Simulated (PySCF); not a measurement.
# Ni²⁺: excitation energies in x2c-TZVPPall

Aim: the excitation energy of nickel from differences of total energies, at each level of theory, and how far each lands from the tabulated value where there is one.

The numbers are computed with PySCF 2.14.0 (unrestricted determinants in a Gaussian basis, no spin-orbit coupling in the energies), except any that are marked as measured or tabulated.

### Step 1. The atom as given

```
Element                                   : nickel (Z = 28)
Basis                                     : x2c-TZVPPall (6s5p4d2f1g, 64 functions)
Hamiltonian                               : the spin-free X2C one-electron Hamiltonian (Gaussian nucleus)
State 1                                   : Ni²⁺: [Ar] 3d7 4s1, high-spin 5F determinant (an excited configuration)
State 2                                   : Ni²⁺: [Ar] 3d7 4p1, one real determinant (an excited configuration)
Needed too, but not shown                 : Ni²⁺ [Ar] 3d8 (3F)
Methods                                   : CCSD(T)
Core shells frozen in the correlated runs : valence and next inner shell: [Ne] (for Ni²⁺)
```

Outer shells as boxes (Hund's rule):

Ni2+ [Ar] 3d7 4s1
```
[Ar] core
3d [↑↓][↑↓][↑ ][↑ ][↑ ]
4s [↑ ]
```

Ni2+ [Ar] 3d7 4p1
```
[Ar] core
3d [↑↓][↑↓][↑ ][↑ ][↑ ]
4p [↑ ][  ][  ]
```

One driver process ran all states and methods and kept the integrals in memory. Each run is shown as a PySCF script that sums up its settings (the driver passes frozen orbitals as a list and adds second-order terms of double hybrids); the logs are those of the runs themselves. The driver starts from symmetry-adapted Hartree-Fock orbitals, holds the occupation by maximum overlap and uses a logarithmic radial grid for functionals, so a plain start would take other cycles.

It was started by

```console
OMP_NUM_THREADS=1 python atomrun2.py TASK.json OUT
```

The integrals over 64 functions and the set-up took 0.37 s of CPU time.

### Step 2. Ni²⁺ [Ar] 3d7 4s1: CCSD(T) (valence and next inner shell)

CCSD(T) (valence and next inner shell):

input.py

```python
from pyscf import gto, scf, dft, mp, cc
import basis_set_exchange as bse
mol = gto.M(atom="Ni 0 0 0", charge=2, spin=4, symmetry="D2h",
            basis=gto.basis.parse(bse.get_basis("x2c-TZVPPall", elements=["Ni"], fmt="nwchem", header=False)),
            nucmod="G")
mf = scf.UHF(mol).sfx2c1e()
mf.irrep_nelec = {'Ag': (6, 4), 'B1g': (1, 1), 'B2g': (1, 0), 'B3g': (1, 0), 'B1u': (2, 2), 'B2u': (2, 2), 'B3u': (2, 2)}
mf.kernel()
mycc = cc.CCSD(mf, frozen=5).run()
mycc.ccsd_t()
```

### Step 3. Ni²⁺ [Ar] 3d7 4p1, at CCSD(T) (valence and next inner shell)

CCSD(T) (valence and next inner shell):

Changes to input.py since step 2:

```diff
@@ -6,3 +6,3 @@
 mf = scf.UHF(mol).sfx2c1e()
-mf.irrep_nelec = {'Ag': (6, 4), 'B1g': (1, 1), 'B2g': (1, 0), 'B3g': (1, 0), 'B1u': (2, 2), 'B2u': (2, 2), 'B3u': (2, 2)}
+mf.irrep_nelec = {'Ag': (5, 4), 'B1g': (1, 1), 'B2g': (1, 0), 'B3g': (1, 0), 'B1u': (2, 2), 'B2u': (3, 2), 'B3u': (2, 2)}
 mf.kernel()
```

**Question.** What will these runs give?

**Answer**, as computed:

| quantity | value |
| --- | --- |
| excitation energy, Ni²⁺ → [Ar] 3d7 4s1 | UHF 5.164, CCSD(T) (valence and next inner shell) 6.560 eV |
| excitation energy, Ni²⁺ → [Ar] 3d7 4p1 | UHF 11.904, CCSD(T) (valence and next inner shell) 13.538 eV |

Each level's miss (mean over 2 differences):

| method | mean absolute miss against CCSD(T) (valence and next inner shell) (eV) |
| --- | --- |
| UHF | 1.515 |
| MP2 (valence and next inner shell) | 0.544 |
| SCS-MP2 (valence and next inner shell) | 0.486 |
| CCSD (valence and next inner shell) | 0.039 |
| CCSD(T) (valence and next inner shell) | 0.000 |

What this shows: For the first difference the methods span 1.917 eV, from UHF (5.164) to MP2 (valence and next inner shell) (7.081). No reference value is at hand in this session. All values hold for this basis alone; no basis-set limit was taken.
